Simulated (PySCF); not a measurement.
The system is F2Si, in a box.

```
CELL_PARAMETERS angstrom
11.00000 0.00000 0.00000
0.00000 12.00000 0.00000
0.00000 0.00000 10.00000
ATOMIC_POSITIONS crystal
F 0.52386 0.60372 0.53138
Si 0.45466 0.49595 0.47542
F 0.54770 0.39978 0.51850
```

Base run:

* Program: PySCF 2.14.0
* Functional: SOGGA11
* Potentials or basis: pob-tzvp-rev2 (all-electron)
* k mesh: 1 × 1 × 1
* Occupations: fixed
* Spin: no spin polarisation

Its results: gap between the frontier levels 4.09 eV.

Problem. After a change of settings the same cell gave: gap between the frontier levels 8.44 eV. Which change was it?
A. functional from SOGGA11 to SCAN; dispersion from none to D3
B. functional from SOGGA11 to TPSSh; dispersion from none to D3(BJ)
C. functional from SOGGA11 to BHandHLYP

Solution. C.

BHandHLYP gives the wider gap, since exact exchange removes part of the self-interaction.

Caveats: this is a molecule in a periodic box at the Γ point, so its band gap is the HOMO-LUMO gap; the basis of atomic orbitals isn't converged, which shifts pressures, moduli and gaps.

Runs at the PBE level aren't shown here.
